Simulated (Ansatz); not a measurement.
# Ca: a tetragonal deformation path

One table from this session's results is given with a row withheld; the runs are named, their logs left out.

Method: DFT PBEsol, scalar-relativistic, plane waves, PAW, in Ansatz 0.2.0.

## The system as given

Symmetry: Fm-3m, No. 225, cubic system. Conventional cell: a = 5.588 Å, b = 5.588 Å, c = 5.588 Å, α = 90.00°, β = 90.00°, γ = 90.00°. Ca (site symmetry m-3m) is surrounded by 12 Ca at 3.95 Å.

Coordinates:

```cif
data_structure
_symmetry_space_group_name_H-M 'P 1'
_symmetry_Int_Tables_number 1
_cell_length_a 3.9516
_cell_length_b 3.9516
_cell_length_c 3.9516
_cell_angle_alpha 60.000
_cell_angle_beta 60.000
_cell_angle_gamma 60.000
_cell_volume 43.63
loop_
_atom_site_label
_atom_site_type_symbol
_atom_site_fract_x
_atom_site_fract_y
_atom_site_fract_z
_atom_site_occupancy
Ca1 Ca 0.00000 0.00000 0.00000 1
```

No relaxation comes first: the listed cell is the starting point.

The first run:

input.yaml

```yaml
crystal:
  lattice:
    - [0.0, 2.7942, 2.7942]
    - [2.7942, 0.0, 2.7942]
    - [2.7942, 2.7942, 0.0]
  atoms:
    - { symbol: Ca, position: [0.0, 0.0, 0.0] }
basis:
  ecutwfc: 420
kpoints:
  mp_grid: { grid: [16, 16, 16] }
hamiltonian:
  xc: pbesol
scf:
  occupations: { method: gaussian, width: 0.15 }
output:
  forces: true
  stress: true
  eigenvalues: true
```

Steps of the session up to this table: Zero of the scan; Point ρ = 0.707; ρ = 1.414; Point ρ = 0.850; At ρ = 1.200; ρ = 0.780; Point ρ = 1.300; ρ = 0.920; Point ρ = 1.100; Point ρ = 0.650; ρ = 1.500; At ρ = 0.960; Point ρ = 1.050.

One of the session's tables, all rows but one given; the rest of the session is left out.

It belongs to the step «The scan collected». 

```
    ρ  ΔE (meV/atom)  pressure (GPa)
0.650           15.6            -1.2
0.707           15.2            -1.2
0.780           13.0            -1.2
0.850            8.3            -1.2
0.920            3.1            -1.2
0.960            0.9            -1.2
1.000            0.0            -1.2
1.050              ?               ?
1.100            8.1            -1.2
1.200           36.7            -1.2
1.300           83.2            -1.1
1.414          160.4            -1.0
1.500          233.5            -0.8
```

Q: Estimate the row for ρ = 1.050 from the others.

Worked estimate for «ΔE (meV/atom)». A straight line through the neighbours (1.000, 0.0) and (1.100, 8.1) gives 0.0 + (8.1 − 0.0) × (1.050 − 1.000) / (1.100 − 1.000) = 4.0; a parabola fitted to 4 rows on both sides gives 1.5.

The run gave: ΔE (meV/atom): 1.8; pressure (GPa): -1.2. In «ΔE (meV/atom)» the line misses by +2.2 and the parabola by -0.3.
